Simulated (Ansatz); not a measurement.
# TiSn2Te3: the cost of one run

Program: Ansatz 0.2.0. Level of theory: DFT PBE, scalar-relativistic, plane waves, PAW. These are calculated values, not measurements.

### Step 1. Starting point

The structure is hexagonal, space group P-6m2 (No. 187). The conventional cell has a = 5.897 Å, b = 5.897 Å, c = 6.520 Å, α = 90.00°, β = 90.00°, γ = 120.00°. Ti (site symmetry -6m2) is surrounded by 2 Sn at 3.26 Å and 6 Te at 3.40 Å. Around Sn (site symmetry -6m2) lie 5 Te at 3.26 to 3.40 Å and 3 Sn at 3.40 Å. Sn (site symmetry -6m2) has 2 Ti at 3.26 Å and 3 Sn at 3.40 Å and 3 Te at 3.40 Å as nearest neighbours. Te (site symmetry -6m2) is surrounded by 2 Te at 3.26 Å and 6 Sn at 3.40 Å. Around Te (site symmetry -6m2) lie 2 Sn at 3.26 Å and 3 Te at 3.40 Å and 3 Ti at 3.40 Å. Te (site symmetry -6m2) is surrounded by 5 Te at 3.26 to 3.40 Å and 3 Ti at 3.40 Å.

As a file:

```xyz
6
Lattice="5.8973 0.0000 0.0000 -2.9487 5.1072 0.0000 0.0000 0.0000 6.5201" Properties=species:S:1:pos:R:3 pbc="T T T"
Ti    0.0000    3.4048    0.0000
Sn    0.0000    0.0000    3.2601
Sn    0.0000    3.4048    3.2601
Te    2.9487    1.7024    3.2601
Te    0.0000    0.0000    0.0000
Te    2.9487    1.7024    0.0000
```

A structure generator made this guess: random cell by space group and Wyckoff sites (P-6m2, No. 187). Lengths come from tabulated atomic sizes and are only a guess.

### Step 2. A first look at the guess

input.yaml reads:

```yaml
crystal:
  lattice:
    - [5.89734332, 0.0, 0.0]
    - [-2.94867166, 5.10724913, 0.0]
    - [0.0, 0.0, 6.52014839]
  atoms:
    - { symbol: Ti, position: [0.33333333, 0.66666667, 0.0] }
    - { symbol: Sn, position: [0.0, 0.0, 0.5] }
    - { symbol: Sn, position: [0.33333333, 0.66666667, 0.5] }
    - { symbol: Te, position: [0.66666667, 0.33333333, 0.5] }
    - { symbol: Te, position: [0.0, 0.0, 0.0] }
    - { symbol: Te, position: [0.66666667, 0.33333333, 0.0] }
basis:
  ecutwfc: 420
kpoints:
  mp_grid: { grid: [3, 3, 4] }
hamiltonian:
  xc: pbe
scf:
  occupations: { method: gaussian, width: 0.1 }
  lower_state_search: "off"
output:
  forces: true
  stress: true
  eigenvalues: true
```

Command:

```bash
ansatz run input.yaml --threads 1 --pin off --max-ram 2560MiB --backend cpu --events-out ev --progress --plain --runs-dir out
```

What time and memory should one allow on 1 thread of AMD EPYC 9R45 (Zen 5), shared host?

About 3.4 s, with a peak of 0.49 GiB.
